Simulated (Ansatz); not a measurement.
Geometry optimisation, Ansatz 0.2.0, DFT PBE, scalar-relativistic, plane waves, PAW.

input.yaml

```yaml
crystal:
  lattice:
    - [5.324514, 0.0, 0.0]
    - [2.662257, 4.611164, 0.0]
    - [0.0, 0.0, 17.434309]
  atoms:
    - { symbol: Mg, position: [0.0, 0.0, 0.0573582] }
    - { symbol: O, position: [0.3333333, 0.8333333, 0.1196986] }
    - { symbol: Mg, position: [0.0, 0.5, 0.0573582] }
    - { symbol: O, position: [0.3333333, 0.3333333, 0.1196986] }
    - { symbol: Mg, position: [0.5, 0.0, 0.0573582] }
    - { symbol: O, position: [0.8333333, 0.8333333, 0.1196986] }
    - { symbol: Mg, position: [0.5, 0.5, 0.0573582] }
    - { symbol: O, position: [0.8333333, 0.3333333, 0.1196986] }
    - { symbol: Mg, position: [0.6666667, 0.6666667, 0.182039] }
    - { symbol: O, position: [0.0, 0.5, 0.2443794] }
    - { symbol: Mg, position: [0.6666667, 0.1666667, 0.182039] }
    - { symbol: O, position: [0.0, 0.0, 0.2443794] }
    - { symbol: Mg, position: [0.1666667, 0.6666667, 0.182039] }
    - { symbol: O, position: [0.5, 0.5, 0.2443794] }
    - { symbol: Mg, position: [0.1666667, 0.1666667, 0.182039] }
    - { symbol: O, position: [0.5, 1.0, 0.2443794] }
    - { symbol: Mg, position: [0.3333333, 0.3333333, 0.3067198] }
    - { symbol: O, position: [0.6666667, 0.1666667, 0.3690602] }
    - { symbol: Mg, position: [0.3333333, 0.8333333, 0.3067198] }
    - { symbol: O, position: [0.6666667, 0.6666667, 0.3690602] }
    - { symbol: Mg, position: [0.8333333, 0.3333333, 0.3067198] }
    - { symbol: O, position: [0.1666667, 0.1666667, 0.3690602] }
    - { symbol: Mg, position: [0.8333333, 0.8333333, 0.3067198] }
    - { symbol: O, position: [0.1666667, 0.6666667, 0.3690602] }
    - { symbol: H, position: [0.2512095, 0.2526586, 0.4493616] }
    - { symbol: H, position: [0.3653001, 0.3037683, 0.4493616] }
basis:
  ecutwfc: 420.0
kpoints:
  mp_grid: { grid: [2, 2, 1] }
hamiltonian:
  xc: pbe
  pseudopotentials: { kind: paw, azcp: { folder: soft_1 } }
scf:
  occupations: { method: gaussian, width: 0.05 }
  lower_state_search: "off"
relax:
  f_tol: 0.03
  max_steps: 60
  adjacent_minimum: "off"
  constraints: [{ sites: [0, 1, 2, 3, 4, 5, 6, 7] }]
```

Run as:

```bash
$ ansatz run input.yaml --threads 2 --pin off --max-ram 5120MiB --backend cpu --events-out ev --progress --plain --runs-dir out
```

Q: Where does it end, and by what steps?

A: The run converged. The force dipped under the threshold on the way, but the program's further checks kept it going. Limits of this set-up: coarse k mesh, thin slab, slab without dipole correction, no dispersion correction for a molecule that may bind weakly. After 12 steps the energy has fallen by 13.547 eV; H26 moved furthest, 1.30 Å. Parted: H25–H26 (0.78 → 2.69 Å). Joined: O18–H26 (1.97 → 0.96 Å), O22–H25 (1.61 → 0.96 Å).

| step | energy less start (eV) | largest force component (eV/Å) | accepted |
| --- | --- | --- | --- |
| 0 | 0.0000 | 3.544 | yes |
| 1 | -3.3823 | 2.707 | yes |
| 2 | -7.3270 | 5.060 | yes |
| 3 | -10.2800 | 5.152 | yes |
| 4 | -11.7561 | 1.770 | yes |
| 5 | -12.6448 | 1.408 | yes |
| 6 | -13.2173 | 0.636 | yes |
| 7 | -13.4296 | 0.313 | yes |
| 8 | -13.5092 | 0.157 | yes |
| 9 | -13.5412 | 0.096 | yes |
| 10 | -13.5453 | 0.144 | yes |
| 11 | -13.5469 | 0.023 | yes |
| 12 | -13.5469 | 0.024 | yes |

```xyz
26
Lattice="5.3245 0.0000 0.0000 2.6623 4.6112 0.0000 0.0000 0.0000 17.4343" Properties=species:S:1:pos:R:3
Mg 0.000 0.000 1.000
O 3.993 3.843 2.087
Mg 1.331 2.306 1.000
O 2.662 1.537 2.087
Mg 2.662 0.000 1.000
O 6.656 3.843 2.087
Mg 3.993 2.306 1.000
O 5.325 1.537 2.087
Mg 5.327 3.077 3.489
O 1.331 2.304 4.675
Mg 3.993 0.764 3.490
O -0.003 0.001 4.692
Mg 2.660 3.077 3.489
O 3.993 2.303 4.661
Mg 1.331 0.765 3.493
O 5.328 4.612 4.692
Mg 2.662 1.555 6.032
O 3.993 0.776 7.169
Mg 3.994 3.817 6.050
O 5.307 3.041 7.265
Mg 5.323 1.555 6.031
O 1.330 0.763 7.143
Mg 6.656 3.824 6.110
O 2.680 3.041 7.265
H 1.325 0.713 8.102
H 3.987 1.065 8.086
```

Whether the end is a true minimum wasn't checked by a vibrational analysis.

Run time: 83 s on 2 threads of Arm Neoverse V1 (shared host), peak memory 0.86 GiB.
